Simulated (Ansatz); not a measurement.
# CH6OSi: the cost of one run

Program: Ansatz 0.2.0, Gaussian basis. Level of theory: PBE0-D4/def2-TZVP structures, single points in def2-TZVPP, no counterpoise correction. These are calculated values, not measurements.

Levels: SPW92, PBE-D4, BLYP-D4, r2SCAN-D4, B97M-V, PBE0-D4, B3LYP-D4, r2SCAN0-D4, BHLYP-D4, CAM-B3LYP-D4, wB97X-V, wB97M-V, B2PLYP, PBE-QIDH, RPA on PBE, Hartree-Fock, MP2, CCSD, CCSD(T).

Correlated methods freeze the cores. B3LYP uses VWN-RPA correlation. B2PLYP carries no dispersion term here.

94 further runs of the same task are left out: 94 set aside as unsound or not needed.

### 1 Starting geometry

The complex: 13 atoms, charge 0, spin multiplicity 1.

Atoms are counted from 1 here; the program's logs count them from 0.

Bond lengths: Si1–H3 1.491 Å, Si1–H4 1.493 Å, Si1–O5 1.663 Å, Si1–C7 1.850 Å, N2–H6 1.012 Å, N2–H8 1.012 Å, N2–H9 1.015 Å, O5–H10 0.958 Å, C7–H11 1.094 Å, C7–H12 1.093 Å, C7–H13 1.092 Å. Angles: H3–Si1–H4 107.2°, H3–Si1–O5 109.9°, H3–Si1–C7 111.2°, H4–Si1–O5 109.1°, H4–Si1–C7 112.1°, O5–Si1–C7 107.3°, H6–N2–H8 107.0°, H6–N2–H9 107.5°, H8–N2–H9 107.4°, Si1–O5–H10 116.7°, Si1–C7–H11 109.4°, Si1–C7–H12 110.5°, Si1–C7–H13 110.9°, H11–C7–H12 109.0°, H11–C7–H13 108.7°, H12–C7–H13 108.3°.

Coordinates:

| atom | x (Å) | y (Å) | z (Å) |
| --- | --- | --- | --- |
| Si1 | 0.9888 | 0.9923 | -0.5434 |
| N2 | -1.3642 | -1.1474 | 1.5321 |
| H3 | 1.9942 | 0.9946 | 0.5577 |
| H4 | 1.4654 | 1.9563 | -1.5787 |
| O5 | -0.4860 | 1.4993 | 0.0339 |
| H6 | -1.2805 | -1.1138 | 2.5404 |
| C7 | 0.7538 | -0.7086 | -1.2317 |
| H8 | -2.2778 | -1.5302 | 1.3227 |
| H9 | -1.3508 | -0.1906 | 1.1927 |
| H10 | -0.5582 | 2.4220 | 0.2805 |
| H11 | 0.3387 | -1.3593 | -0.4567 |
| H12 | 1.7091 | -1.1200 | -1.5680 |
| H13 | 0.0676 | -0.6946 | -2.0816 |

Its parts: CH6OSi holds atoms 1, 3, 4, 5, 7, 10, 11, 12, 13; NH3 holds atoms 2, 6, 8, 9. Each part counts its atoms afresh in its own runs.

### 2 Relaxing CH6OSi alone

The input, relax-a/in.yaml:

```yaml
crystal:
  periodic: [false, false, false]
  atoms:
    - {symbol: Si, position_ang: [0.988751, 0.992326, -0.543384]}
    - {symbol: H, position_ang: [1.994186, 0.994643, 0.557724]}
    - {symbol: H, position_ang: [1.465415, 1.956255, -1.578683]}
    - {symbol: O, position_ang: [-0.485951, 1.499302, 0.033927]}
    - {symbol: C, position_ang: [0.753769, -0.708640, -1.231660]}
    - {symbol: H, position_ang: [-0.558226, 2.421996, 0.280463]}
    - {symbol: H, position_ang: [0.338660, -1.359309, -0.456729]}
    - {symbol: H, position_ang: [1.709072, -1.119955, -1.567951]}
    - {symbol: H, position_ang: [0.067576, -0.694627, -2.081580]}
basis:
  gaussian: {orbitals: def2-TZVP}
hamiltonian: {xc: pbe0, dispersion: d4}
relax: {f_tol: 0.005, max_steps: 200}
```

On the command line:

```console
ansatz run in.yaml --threads 4 --pin off --events-out ev --progress --plain --max-ram 9574MiB
```

**Question.** How long does this run take on 4 threads of Intel Xeon at 2.50GHz, shared host?

About 22 s.
